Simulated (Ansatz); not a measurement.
# TePb: how the settings move a single-point run

Aim: see which settings change the result for TePb, by how much, and at what cost.

Program: Ansatz 0.2.0. Level of theory: reference: DFT, r2SCAN, PAW with Ansatz's default frozen-core files, scalar-relativistic; levels and slopes on a fine mesh, independent-particle optical spectra. These are calculated values, not measurements.

**1. The structure to begin with**

Symmetry: Fm-3m, No. 225, cubic system. Conventional cell: a = 6.536 Å, b = 6.536 Å, c = 6.536 Å, α = 90.00°, β = 90.00°, γ = 90.00°. Te (site symmetry m-3m) has 6 Pb at 3.27 Å as nearest neighbours. Pb (site symmetry m-3m) has 6 Te at 3.27 Å as nearest neighbours.

As a file:

```
Te Pb
1.0
     0.00000    3.26791    3.26791
     3.26791    0.00000    3.26791
     3.26791    3.26791    0.00000
Te Pb
1 1
Direct
  0.50000 0.50000 0.50000
  0.00000 0.00000 0.00000
```

**2. Reference**

File input.yaml:

```yaml
crystal:
  lattice:
    - [0.0, 3.26790829298, 3.26790829298]
    - [3.26790829298, 0.0, 3.26790829298]
    - [3.26790829298, 3.26790829298, 0.0]
  atoms:
    - { symbol: Te, position: [0.5, 0.5, 0.5] }
    - { symbol: Pb, position: [0.0, 0.0, 0.0] }
kpoints:
  mp_grid: { grid: [6, 6, 6] }
scf:
  occupations: { method: fixed }
hamiltonian:
  xc: r2scan
  pseudopotentials: { kind: paw }
output:
  forces: true
  stress: true
  eigenvalues: true
  eigenstates:
    nscf_kmesh: { grid: [10, 10, 10] }
    de_dk: true
    e_range: [-9, 11.09006871424]
  optics:
    e_range: [0, 30]
    de: 0.2
    sigma: 0.1
    bands: { spectra_wanted_up_to: 30 }
    nscf_kmesh: { grid: [10, 10, 10] }
checkpoint:
  write: ck
  write_wavefunctions: false
```

Launch:

```console
ansatz run input.yaml --threads 1 --pin off --max-ram 3072MiB --backend cpu --events-out ev --progress --plain --runs-dir out
```

**3. Changed: occupations.method methfessel_paxton, occupations.width 0.05**

Changes to input.yaml since step 2:

```diff
@@ -11,3 +11,3 @@
 scf:
-  occupations: { method: fixed }
+  occupations: { method: methfessel_paxton, width: 0.05 }
 hamiltonian:
```

**Question.** What will these runs give? Wanted: for each run, ending; energy change; pressure; gap; force.

The runs gave:

| run | ending | energy change | pressure (GPa) | gap (eV) | force (eV/Å) | cycles | time |
| --- | --- | --- | --- | --- | --- | --- | --- |
| reference | converged | 0 | 0.0 | 1.09 | 0.00 | - | 2.1 min |
| 1: occupations.method methfessel_paxton, occupations.width 0.05 | converged | 0.0 meV/atom (σ→0) | 0.0 | 1.09 | 0.00 | 9 | 2.1 min |

Residual by cycle in the longest SCF loop of each run; runs are numbered as in the table. The quantity is the density residual dr2, in eV.

| cycle | reference | run 1 |
| --- | --- | --- |
| 1 | 0.0117 | 0.0117 |
| 2 | 0.0011 | 0.00111 |
| 3 | 7.3e-5 | 7.6e-5 |
| 4 | 8.3e-6 | 7.9e-6 |
| 5 | 2.2e-6 | 2.3e-6 |
| 6 | 2.7e-8 | 2.9e-8 |
| 7 | 2.4e-9 | 2.6e-9 |
| 8 | 8.0e-11 | 9.8e-11 |
| 9 | 2.3e-13 | 3.5e-13 |

The changed input (smearing) leaves the energy the same to the digits printed. The gap of the reference lacks spin-orbit coupling, though the cell holds Te and Pb.

The gaps are Kohn-Sham values of a semilocal functional, not quasiparticle or optical gaps. Such gaps usually fall short of the measured ones; spin-orbit coupling, left out here, narrows gaps with Pb, Te, so the two errors partly cancel.
